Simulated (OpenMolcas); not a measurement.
# Dy²⁺ among point charges: CASSCF levels and susceptibility

Aim: the splitting of the states of Dy²⁺ in the field of 8 point charges, its lowest levels with spin-orbit coupling and its magnetic susceptibility.

The numbers are computed with OpenMolcas 26.06 (state-averaged CASSCF, spin-orbit coupling by RASSI with atomic mean-field integrals), except any that are marked as measured or tabulated.

**1. The atom as given**

```
Species                           : Dy²⁺ (dysprosium, Z = 66, 64 electrons)
Basis                             : ANO-RCC-VDZP [7s6p4d2f1g], 68 functions
Scalar Hamiltonian                : DKH2, point nucleus
Inactive shells                   : 1s 2s 2p 3s 3p 3d 4s 4p 4d 5s 5p
Active space                      : 10 electrons in 7 orbitals (4f)
Some configurations of this space : 4f10
Orbitals                          : optimised for the highest spin of each parity, averaged over all roots
```

The outer shells:

4f10
```
4f [↑↓][↑↓][↑↓][↑ ][↑ ][↑ ][↑ ]
```

The ion sits among 8 point charges of -0.5 e arranged as a hexagonal bipyramid (D6h), 2.97 Å from the ion, with the axial distance 3.415 Å.

Each step is its own input file, run in one work folder so that later steps find the files of earlier ones. Labels, J, g values, rates, χT and fits are worked out afterwards by a script from the matrices that RASSI stores. The input lists half of the charges; inversion (Group=XYZ) makes the rest.

**2. Basis and integrals**

The input, a.inp:

```
&GATEWAY
Coord
1

Dy 0.0 0.0 0.0
Basis=ANO-RCC-VDZP
Group=XYZ
NoMove
AngMom=0.0 0.0 0.0
AMFI
XField
4 Angstrom 0
2.970000 0.000000 0.000000 -0.500000
1.485000 2.572095 0.000000 -0.500000
1.485000 -2.572095 0.000000 -0.500000
0.000000 0.000000 3.415500 -0.500000
&SEWARD
```

**3. CASSCF: quintets of even parity, 35 roots**

The input, a.inp:

```
&RASSCF
FileOrb=start.orb
Symmetry=1
Spin=5
nActEl=10 0 0
Inactive=15 12
Ras2=0 7
CIRoot=35 35 1
SDav=35
CIMx=300
Iter=120 100
PrWF=0.3
OrbListing=Nothing
MaxOrb=0
>>> COPY $Project.JobIph JOB001
```

start.orb holds the contracted functions of the basis, ordered by shell, or the orbitals of the step before.

**4. Reference wave functions, triplets of even parity, 162 roots**

The input, a.inp:

```
&RASSCF
FileOrb=start.orb
Symmetry=1
Spin=3
nActEl=10 0 0
Inactive=15 12
Ras2=0 7
CIRoot=162 162 1
SDav=210
CIMx=300
Iter=120 100
PrWF=0.3
OrbListing=Nothing
MaxOrb=0
CIOnly
>>> COPY $Project.JobIph JOB002
```

**5. CASSCF: singlets of even parity, 162 roots**

The input, a.inp:

```
&RASSCF
FileOrb=start.orb
Symmetry=1
Spin=1
nActEl=10 0 0
Inactive=15 12
Ras2=0 7
CIRoot=162 162 1
SDav=196
CIMx=300
Iter=120 100
PrWF=0.3
OrbListing=Nothing
MaxOrb=0
CIOnly
>>> COPY $Project.JobIph JOB003
```

**6. RASSI: spin-orbit coupling between the states**

The input, a.inp:

```
&RASSI
NrOfJobIphs=3 33 106 31
1 2 3 4 5 6 7 8 9 10 11 12 13 14 15 16 17 18 19 20 21 22 23 24 25 26 27
28 29 30 31 32 33
1 2 3 4 5 6 7 8 9 10 11 12 13 14 15 16 17 18 19 20 21 22 23 24 25 26 27
28 29 30 31 32 33 34 35 36 37 38 39 40 41 42 43 44 45 46 47 48 49 50 51
52 53 54 55 56 57 58 59 60 61 62 63 64 65 66 67 68 69 70 71 72 73 74 75
76 77 78 79 80 81 82 83 84 85 86 87 88 89 90 91 92 93 94 95 96 97 98 99
100 101 102 103 104 105 106
1 2 3 4 5 6 7 8 9 10 11 12 13 14 15 16 17 18 19 20 21 22 23 24 25 26 27
28 29 30 31
IphNames
JOB001
JOB002
JOB003
EJob
SpinOrbit
DIPRint=1.0
SOCoupling=1000.0
Subsets=2
Property=9
'ANGMOM' 1 'ANGMOM' 2 'ANGMOM' 3 'MLTPL  1' 1 'MLTPL  1' 2 'MLTPL  1' 3
'AMFI' 1 'AMFI' 2 'AMFI' 3
SOProperty=3
'ANGMOM' 1 'ANGMOM' 2 'ANGMOM' 3
```

What does the calculation give? Wanted: spin-free ground state; first state of the same spin within the active space; lowest level; next level.

As calculated:

| quantity | value |
| --- | --- |
| method | CASSCF |
| spin-free ground state | quintet, 1-fold in its orbital part |
| first state of the same spin within the active space | quintet at 8.3 cm⁻¹ |
| lowest level | 1-fold |
| next level | 3.9 cm⁻¹ |
| χT at 300 K | 13.95 cm³ K/mol |
| effective moment at 300 K | 10.56 μB |

**Reading.** The spin-free ground state (quintet) comes to 100 % from free-ion I terms and keeps the highest spin of the shell. The triplets, singlets rest on orbitals optimised for another spin in at least one step, which raises them against the optimised states. Not all states of the active space went into the spin-orbit step. High states of lower spin are left out of the spin-orbit mixing, and CASSCF puts spin-flip levels too high. Point charges carry no covalency, so the field is a model and not that of real ligands.
